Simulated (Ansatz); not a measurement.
TlPt:

```
CELL_PARAMETERS angstrom
5.60500 0.00000 0.00000
-2.80250 4.85407 0.00000
0.00000 0.00000 4.63900
ATOMIC_POSITIONS crystal
Tl 0.00000 0.50000 0.00000
Tl 0.50000 0.50000 0.00000
Tl 0.50000 0.00000 0.00000
Pt 0.66667 0.33333 0.50000
Pt 0.33333 0.66667 0.50000
Pt 0.00000 0.00000 0.00000
```

* Program: Ansatz 0.2.0
* Task: relaxation of cell and atoms
* Functional: PBE
* Potentials or basis: SPMS NC
* Cutoff: 571 eV (not typed: the program's choice for these potentials)
* k mesh: 6 × 6 × 6
* Occupations: fermi-dirac, width 0.05 eV
* Spin: no spin polarisation

At the start: volume 21.04 Å³/atom.

Q: How do energy, volume and symmetry change on relaxing?

A: It ends after 15 steps and the volume is 25.41 Å³/atom (+20.8 %); space group P6/mmm (No. 191, to 0.05 Å).

The path:
```csv
step,energy change (eV),largest force (eV/Å),volume (Å³)
1,0.0000,0.0000,126.21
2,-0.8394,0.0000,140.10
3,-1.0687,0.0000,142.74
4,-1.2936,0.0000,144.09
5,-1.3592,0.0000,144.84
6,-1.3587,0.0000,147.75
7,-1.3624,0.0000,146.32
8,-1.4078,0.0000,146.32
9,-1.4228,0.0000,148.02
10,-1.4338,0.0000,149.83
11,-1.4355,0.0000,153.55
12,-1.4455,0.0000,151.52
13,-1.4480,0.0000,152.59
14,-1.4482,0.0000,152.44
15,-1.4503,0.0000,152.44
```

Final structure:
```
Tl Pt
1.0
     6.74359    0.00000    0.00000
    -3.37179    5.84012    0.00000
     0.00000    0.00000    3.87062
Tl Pt
3 3
Direct
  0.00000 0.50000 0.00000
  0.50000 0.50000 0.00000
  0.50000 0.00000 0.00000
  0.66667 0.33333 0.50000
  0.33333 0.66667 0.50000
  0.00000 0.00000 0.00000
```

Caveat: the volume moved by over 15 % at a fixed basis, so the end points are rough; the plane-wave basis is chosen anew once the cell has moved, so the energies of steps on either side of that aren't comparable.
